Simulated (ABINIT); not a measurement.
Here is an ABINIT 10.8.3 (patched build) calculation.

File run.abi:

```
# Pseudopotentials
pp_dirpath "./"
pseudos "Ca.upf, Zr.upf"

# Structure
acell 7.1052584876 7.1052584876 7.1052584876
rprim
     1.0000000000     0.0000000000     0.0000000000
     0.0000000000     1.0000000000     0.0000000000
     0.0000000000     0.0000000000     1.0000000000
ntypat 2
znucl 20 40
natom 2
typat 1 2
xred
     0.5000000000     0.5000000000     0.5000000000
     0.0000000000     0.0000000000     0.0000000000
chkprim 0
chksymtnons 0
tolsym 1.0e-6

# Plane-wave basis
ecut 925.187132 eV

# k points
kptopt 1
ngkpt 5 5 5
nshiftk 1
shiftk 0.0 0.0 0.0

# Exchange and correlation
ixc 11

# Bands and occupations
nband 15
occopt 3
tsmear 0.00183747

# SCF cycle
nstep 100
tolvrs 1.0e-10

# Output
iomode 3
prtwf 0
prteig 0
prtebands 0
enunit 2
prtvol 2
prtden 1
prtvha 1
prtvclmb 1
prtpot 1
prtelf 1
```

Potentials or basis: PseudoDojo NC SR PBE v0.5 standard.

Command:

```bash
$ abinit run.abi > log 2>&1
```

Task: Estimate the pressure.

Result: 3.7 GPa.

Task: What does it give for the band gap on the k mesh?

Result: None (metal or under the smearing width).
